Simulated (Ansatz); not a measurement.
What does this script print? It uses Ansatz 0.2.0 through its Python package.

Script `ip_fh3s2si.py`:
```python
"""Removing and adding an electron on FH3S2Si at fixed geometry."""

import ansatz as az

BASIS = "def2-SVPD"
XC = "pbe"
VDW = "d4"


def energy(molecule, charge=0, unpaired=0):
    calc = (
        molecule.calculation()
        .basis(gaussian=BASIS)
        .functional(XC, dispersion=VDW)
    )
    if charge:
        calc = calc.charge(charge)
    if unpaired:
        calc = calc.spin("collinear", total=unpaired)
    return calc.run(threads=1, pin="off").report["free_energy_ev"]

GEOMETRY = """
F    -2.12540    1.15880   -0.05310
Si   -0.64420    0.76820    0.10930
S    -0.26680   -0.89750   -1.19480
S     1.77220   -1.29530   -0.61750
H     0.24130    1.90610   -0.26300
H    -0.40730    0.38050    1.51930
H     1.49150   -2.08880    0.45410
"""

molecule = az.Crystal.molecule()
for line in GEOMETRY.strip().splitlines():
    symbol, *xyz = line.split()
    molecule = molecule.atom(symbol, [float(v) for v in xyz])

# delta-SCF style differences, no relaxation
parent = energy(molecule, 0, 0)
cation = energy(molecule, 1, 1)
print(f"E(N)   = {parent:.5f} eV")
print(f"E(N-1) = {cation:.5f} eV  (1 unpaired)")
print(f"vertical ionisation energy {cation - parent:.3f} eV")
anion = energy(molecule, -1, 1)
print(f"E(N+1) = {anion:.5f} eV  (1 unpaired)")
print(f"vertical electron affinity {parent - anion:.3f} eV" + ("" if anion < parent else " (unbound in this basis)"))
print(f"fundamental gap IP - EA = {cation + anion - 2 * parent:.3f} eV")
```

```console
$ python ip_fh3s2si.py
E(N)   = -32289.23730 eV
E(N-1) = -32279.76988 eV  (1 unpaired)
vertical ionisation energy 9.467 eV
E(N+1) = -32289.75057 eV  (1 unpaired)
vertical electron affinity 0.513 eV
fundamental gap IP - EA = 8.954 eV
```

At this unrelaxed geometry removing an electron costs 9.47 eV and adding one releases 0.51 eV.

Reading the output:
- Total energies depend on the basis set; only differences at equal settings carry meaning.
- The geometry is a force-field or estimated start, not a minimum of this method, and the basis set is short of its limit. All parts are taken at fixed geometry, without zero-point energy. At an unrelaxed start these energies can be a whole eV from those at the minimum, and a small affinity can change sign.
- The whole script took 28 s on 1 thread of Arm Neoverse V1 (shared host), peak memory 0.35 GiB.
